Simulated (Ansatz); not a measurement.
# BClF2H2O: the cost of one run

All numbers below are computed with Ansatz 0.2.0 (RKS B3LYP-D4/6-31G*).

### 1 The starting structure

Bond lengths: B1–O2 1.747 Å, B1–F3 1.312 Å, B1–F4 1.304 Å, B1–Cl6 2.170 Å, O2–H7 0.962 Å. Angles: B1–O2–H7 107.7°, O2–B1–F3 109.7°, O2–B1–F4 111.7°, O2–B1–Cl6 86.8°, F3–B1–F4 120.8°, F3–B1–Cl6 111.1°, F4–B1–Cl6 111.5°.

As a file:

```xyz
7

B    -0.5747    0.4735    0.0066
O     1.0883    0.0700   -0.3437
F    -1.3263    0.1977   -1.0334
F    -0.6738    1.6215    0.6162
H     0.9294   -0.8270    0.5435
Cl   -0.5528   -1.1770    1.4154
H     1.1100   -0.3586   -1.2048
```

### 2 Pulling towards end A

Springs on the bonds that form and break draw the guess towards this end; the thresholds are loose.

The input, input.yaml:

```yaml
crystal:
  periodic: [false, false, false]
  atoms:
    - { symbol: B, position_ang: [-0.5747, 0.4735, 0.0066] }
    - { symbol: O, position_ang: [1.0883, 0.07, -0.3437] }
    - { symbol: F, position_ang: [-1.3263, 0.1977, -1.0334] }
    - { symbol: F, position_ang: [-0.6738, 1.6215, 0.6162] }
    - { symbol: H, position_ang: [0.9294, -0.827, 0.5435] }
    - { symbol: Cl, position_ang: [-0.5528, -1.177, 1.4154] }
    - { symbol: H, position_ang: [1.11, -0.3586, -1.2048] }
basis:
  gaussian: { orbitals: "6-31G*" }
hamiltonian:
  xc: b3lyp
  dispersion: d4
relax:
  f_tol: 0.15
  max_steps: 25
  restrain:
    - { distance: [0, 5], at: 3.16, k: 30.0 }
    - { distance: [4, 1], at: 2.27, k: 30.0 }
    - { distance: [0, 1], at: 1.5, k: 30.0 }
    - { distance: [4, 5], at: 1.33, k: 30.0 }
output:
  orbitals: {}
```

Command:

```bash
$ ansatz run input.yaml --threads 2 --pin off --max-ram 3072MiB --backend cpu --events-out ev --progress --plain --runs-dir out
```

Q: Estimate wall time and peak memory on 2 threads of AMD EPYC 7R13 (Zen 3), shared host.

About 14 s, with a peak of 0.18 GiB.
